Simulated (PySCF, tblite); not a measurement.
# C₇H₁₆NP: geometry, infrared bands and NMR shifts

What infrared bands and NMR shifts should C₇H₁₆NP (`CNP1CCCCCC1`) show?

Programs: tblite 0.8.0 and PySCF 2.14.0, with density-fitted response routines of our own. Each step states its level of theory. These are calculated values for one molecule in the gas phase, unless marked as measured. Atoms are numbered from 0 throughout.

### Step 1. Starting geometry

25 atoms, charge 0, multiplicity 1; geometry from: force field or distance geometry start.

Bonds of the start (Å): C0–N1 1.47, N1–P2 1.70, P2–C3 1.86, C3–C4 1.52, C4–C5 1.53, C5–C6 1.53, C6–C7 1.54, C7–C8 1.52, C8–P2 1.85, C0–H9 1.09, C0–H10 1.10, C0–H11 1.09, N1–H12 1.01, C3–H13 1.09, C3–H14 1.11, C4–H15 1.09, C4–H16 1.10, C5–H17 1.10, C5–H18 1.09, C6–H19 1.10, C6–H20 1.10, C7–H21 1.10, C7–H22 1.10, C8–H23 1.09, C8–H24 1.10.

### Step 2. Geometry optimisation with GFN2-xTB

Job settings and geometry (Å):

```
{"job": {"kind": "relax", "xc": "GFN2-xTB", "basis": "xTB"}, "charge": 0, "multiplicity": 1}
C      3.569700    -0.316400    -0.093500
N      2.413000     0.591400     0.017100
P      0.954100     0.039500    -0.646900
C     -0.103600     1.512800    -0.238300
C     -1.498000     1.465200    -0.839700
C     -2.322600     0.180300    -0.710000
C     -2.146700    -0.590700     0.595600
C     -1.005500    -1.619900     0.561500
C      0.400000    -1.063900     0.735400
H      3.814700    -0.507300    -1.135600
H      3.384500    -1.270300     0.412800
H      4.428900     0.144600     0.385300
H      2.685300     1.484400    -0.371500
H      0.401800     2.410400    -0.596600
H     -0.183000     1.628100     0.859700
H     -1.428700     1.705100    -1.905000
H     -2.071500     2.294500    -0.402000
H     -2.112200    -0.484100    -1.559800
H     -3.375400     0.462800    -0.803300
H     -3.071700    -1.152000     0.773900
H     -2.042200     0.089000     1.458900
H     -1.075500    -2.210800    -0.365400
H     -1.175700    -2.325900     1.390900
H      1.085100    -1.912300     0.788200
H      0.464200    -0.530300     1.697300
```

On the command line:

```console
$ OMP_NUM_THREADS=1 python probes_run.py task.json out
```

This one command runs all jobs of the session in turn.

**Question.** This job is followed by: GFN2-xTB harmonic vibrations, gas phase; GIAO PBE0/pcSseg-1 NMR shielding, non-relativistic, gas phase. What will the session give for the following? strongest single infrared mode (GFN2-xTB); zero-point energy (GFN2-xTB); 13C shifts against TMS (PBE0/pcSseg-1, means over atoms taken as alike); 1H shifts against TMS (PBE0/pcSseg-1, means over atoms taken as alike); 15N shifts against NH3 (PBE0/pcSseg-1); 31P shifts against H3PO4 (PBE0/pcSseg-1).

As calculated:

| quantity | value |
| --- | --- |
| strongest single infrared mode (GFN2-xTB) | 2978 cm⁻¹, 102 km/mol |
| zero-point energy (GFN2-xTB) | 139.1 kcal/mol |
| 13C shifts against TMS (PBE0/pcSseg-1, means over atoms taken as alike) | 41.6, 34.0, 31.0, 30.0 ppm |
| 1H shifts against TMS (PBE0/pcSseg-1, means over atoms taken as alike) | 2.56, 1.81, 1.77, 1.57, -0.74 ppm |
| 15N shifts against NH3 (PBE0/pcSseg-1) | 39.9 ppm |
| 31P shifts against H3PO4 (PBE0/pcSseg-1) | 42.8 ppm |

In words: Over 78 steps the energy fell by 0.174 eV; of the close pairs, N1–P2 changed most, 1.695 to 1.736 Å. All 69 modes are real, so the xTB geometry is a minimum. The strongest single mode, at 2978 cm⁻¹, is carried by H18, H15, H19. GFN2-xTB is a fitted tight-binding method: band positions and strengths are rough. Its intensities can rank the bands wrongly. The most deshielded hydrogen is H9, H10, H11 (mean) (hydrogen on a methyl carbon bonded to N), at 2.56 ppm: its carbon carries N, which withdraws density. At PBE0/pcSseg-1: The largest span, 216 ppm, is at P2, where the paramagnetic term is -692 ppm.
